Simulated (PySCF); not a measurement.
**C₂H₇BrSSi₃: electronic excitations**

Aim: predict the electronic excitations of C₂H₇BrSSi₃ (`[SiH3]S[SiH2]C#C[SiH2]Br`).

Programs: PySCF 2.14.0, with density-fitted response routines of our own. Each step states its level of theory. These are calculated values for one molecule in the gas phase, unless marked as measured. Atoms are numbered from 0 throughout.

**1. The starting structure**

14 atoms, charge 0, multiplicity 1; geometry from: GFN2-xTB.

Bonds of the start (Å): Si0–S1 2.14, S1–Si2 2.16, Si2–C3 1.84, C3–C4 1.21, C4–Si5 1.84, Si5–Br6 2.23, Si0–H7 1.46, Si0–H8 1.45, Si0–H9 1.46, Si2–H10 1.46, Si2–H11 1.46, Si5–H12 1.45, Si5–H13 1.45.

**2. Ultraviolet spectrum: wB97X-D/def2-SVPD**

The job: settings as JSON, then the geometry in Å.

```
{"job": {"kind": "uv", "xc": "wB97X-D", "basis": "def2-SVPD", "nstates": 8, "ntriplets": 3}, "charge": 0, "multiplicity": 1}
Si     3.844174     0.066152    -0.352935
S      1.824430     0.697884    -0.680379
Si     0.670672    -0.711802     0.480768
C     -1.071231    -0.170991     0.203964
C     -2.205212     0.201412     0.003206
Si    -3.943691     0.744075    -0.276197
Br    -5.208010    -0.672411     0.894413
H      3.976722    -1.308660    -0.821482
H      4.613628     1.015236    -1.134199
H      4.122232     0.139997     1.076839
H      1.034028    -0.580211     1.887878
H      0.882725    -2.054844    -0.049219
H     -4.193730     2.058666     0.294085
H     -4.347416     0.575024    -1.663405
```

Level: TDDFT wB97X-D/def2-SVPD, vertical, gas phase, core orbitals frozen in the response.

Launch:

```
$ OMP_NUM_THREADS=1 python probes_run.py task.json out
```

The driver reads the jobs from task.json and runs them one after another.

Predict these results of the whole session: lowest singlet (wB97X-D/def2-SVPD); brightest single state of those computed; lowest triplet; surface potential, 1st and 99th percentile.

**Answer**, as computed:

| quantity | value |
| --- | --- |
| lowest singlet (wB97X-D/def2-SVPD) | 5.44 eV (228 nm), f = 0.000 |
| brightest single state of those computed | state 3, 5.72 eV, f = 0.056 |
| lowest triplet | 4.62 eV |
| surface potential, 1st and 99th percentile | -0.76 V and 1.57 V |

In words: The first singlet state (HOMO−3→LUMO 0.66, HOMO−2→LUMO 0.16) lies at 5.44 eV and is dark; of the 8 states computed, the strongest absorption comes from state 3 at 5.72 eV. The lowest triplet lies 0.82 eV below the lowest singlet (triplets in Tamm-Dancoff, singlets in full TDDFT).
